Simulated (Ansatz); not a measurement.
# CH3F2OV: vertical spin-state energies in Python

Which spin state of CH3F2OV lies lowest at this geometry? Aim: vertical spin-state energies, for CH3F2OV, run from a script. SMILES: [CH3][V](=[O])([F])[F].

Computed with Ansatz 0.2.0, driven from Python. Level of theory: r2SCAN/6-31G*.

### 1 The structure

Bond lengths: C1–V2 2.102 Å, V2–O3 1.730 Å, V2–F4 1.917 Å, V2–F5 1.921 Å, C1–H6 1.073 Å, C1–H7 1.112 Å, C1–H8 1.164 Å. Angles: C1–V2–O3 107.5°, C1–V2–F4 112.4°, C1–V2–F5 110.8°, O3–V2–F4 108.1°, O3–V2–F5 110.1°, F4–V2–F5 107.8°, V2–C1–H6 112.9°, V2–C1–H7 110.6°, V2–C1–H8 106.8°, H6–C1–H7 112.2°, H6–C1–H8 107.8°, H7–C1–H8 106.1°.

The script holds or builds the structure itself.

### 2 The code

spin_ch3f2ov.py

```python
"""Vertical spin-state energies of CH3F2OV."""

import ansatz as az
from ase import Atoms

params = {
    "basis_set": "6-31G*",
    "xc": "r2scan",
}

atoms = Atoms(["C", "V", "O", "F", "F", "H", "H", "H"], positions=[
    (-0.9871, -0.133, 0.5498),
    (0.8625, 0.0343, -0.4352),
    (1.9545, -1.0788, 0.3137),
    (0.7406, -0.4098, -2.2963),
    (1.5476, 1.8241, -0.3011),
    (-1.4275, -1.1064, 0.4497),
    (-0.8937, 0.1777, 1.6134),
    (-1.7047, 0.6349, 0.0503),
])
system = az.Crystal.molecule_from_ase(atoms)

base = system.calculation()
base = base.basis(gaussian=params["basis_set"]).functional(params["xc"])
found = {}
for unpaired in [0, 2, 4]:
    summary = base.spin("collinear", total=unpaired).run().report
    s = unpaired / 2
    found[unpaired] = summary["free_energy_ev"]
    print(f"2S+1 = {unpaired + 1}: E = {found[unpaired]:.5f} eV, <S^2> = {abs(summary['mean_field']['state']['spin_squared']):.3f} (pure state {s * (s + 1):.2f})")
lowest = min(found, key=found.get)
for unpaired, e in found.items():
    print(f"multiplicity {unpaired + 1}: {96.485332 * (e - found[lowest]):.1f} kJ/mol above the lowest")
```

### 3 What the engine is handed

The engine receives this input (first run):

```yaml
crystal:
  periodic: [false, false, false]
  atoms:
    - { symbol: C, position_ang: [-0.9871, -0.133, 0.5498] }
    - { symbol: V, position_ang: [0.8625, 0.0343, -0.4352] }
    - { symbol: O, position_ang: [1.9545, -1.0788, 0.3137] }
    - { symbol: F, position_ang: [0.7406, -0.4098, -2.2963] }
    - { symbol: F, position_ang: [1.5476, 1.8241, -0.3011] }
    - { symbol: H, position_ang: [-1.4275, -1.1064, 0.4497] }
    - { symbol: H, position_ang: [-0.8937, 0.1777, 1.6134] }
    - { symbol: H, position_ang: [-1.7047, 0.6349, 0.0503] }
basis:
  gaussian:
    orbitals: "6-31G*"
hamiltonian:
  xc: r2scan
magnetization:
  spin_polarized: true
  initial_magnetization: 0.0
```

### 4 Launch

The run is started by

```console
python spin_ch3f2ov.py
```

**Question.** Which spin state is lowest at this geometry, and how far above lie the others?

As calculated:

| quantity | value |
| --- | --- |
| runs compared | 3 |
| lowest | run 1 (2S+1 = 1) |
| next above it by | 2.383 eV |

**Reading.** In order: multiplicity 1 (+0.00 eV), multiplicity 3 (+2.38 eV) and multiplicity 5 (+4.91 eV), all at the one geometry. The geometry is a force-field or estimated start, not a minimum of this method, and the basis set is short of its limit. All parts are taken at fixed geometry, without zero-point energy.
